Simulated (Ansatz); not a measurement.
# Cl2H3NOZr: the cost of one run

All numbers below are computed with Ansatz 0.2.0 (RKS PBE0-D4/def2-SVP).

## (1) The system as given

Bond lengths: Zr1–O2 2.070 Å, O2–H3 1.010 Å, Zr1–Cl4 2.520 Å, Zr1–N5 2.208 Å, N5–H6 1.060 Å, N5–H7 1.060 Å, Zr1–Cl8 2.518 Å. Angles: Zr1–O2–H3 109.5°, O2–Zr1–Cl4 109.5°, O2–Zr1–N5 109.5°, O2–Zr1–Cl8 109.5°, Cl4–Zr1–N5 109.5°, Cl4–Zr1–Cl8 109.5°, N5–Zr1–Cl8 109.5°, Zr1–N5–H6 120.0°, Zr1–N5–H7 120.0°, H6–N5–H7 120.0°.

As a file:

```xyz
8

Zr    0.0000    0.0000    0.0000
O     0.0000    0.0000    2.0700
H    -0.9095   -0.2814    2.4071
Cl    2.3764    0.0000   -0.8392
N    -1.0409    1.8034   -0.7359
H    -2.0610    1.7482   -1.0186
H    -0.5204    2.7241   -0.8065
Cl   -1.1869   -2.0563   -0.8392
```

## (2) Preparing the start

Contents of input.yaml:

```yaml
crystal:
  periodic: [false, false, false]
  atoms:
    - { symbol: Zr, position_ang: [0.0, 0.0, 0.0] }
    - { symbol: O, position_ang: [0.0, 0.0, 2.07] }
    - { symbol: H, position_ang: [-0.9095, -0.2814, 2.4071] }
    - { symbol: Cl, position_ang: [2.3764, 0.0, -0.8392] }
    - { symbol: "N", position_ang: [-1.0409, 1.8034, -0.7359] }
    - { symbol: H, position_ang: [-2.061, 1.7482, -1.0186] }
    - { symbol: H, position_ang: [-0.5204, 2.7241, -0.8065] }
    - { symbol: Cl, position_ang: [-1.1869, -2.0563, -0.8392] }
basis:
  gaussian: { orbitals: def2-SVP }
hamiltonian:
  xc: pbe0
  dispersion: d4
relax:
  f_tol: 0.02
  max_steps: 40
output:
  orbitals: {}
```

The run is started by

```
$ ansatz run input.yaml --threads 4 --pin off --max-ram 5120MiB --backend cpu --events-out ev --progress --plain --runs-dir out
```

Q: Estimate wall time and peak memory on 4 threads of Arm Neoverse V1, shared host.

About 75 s, with a peak of 0.27 GiB.
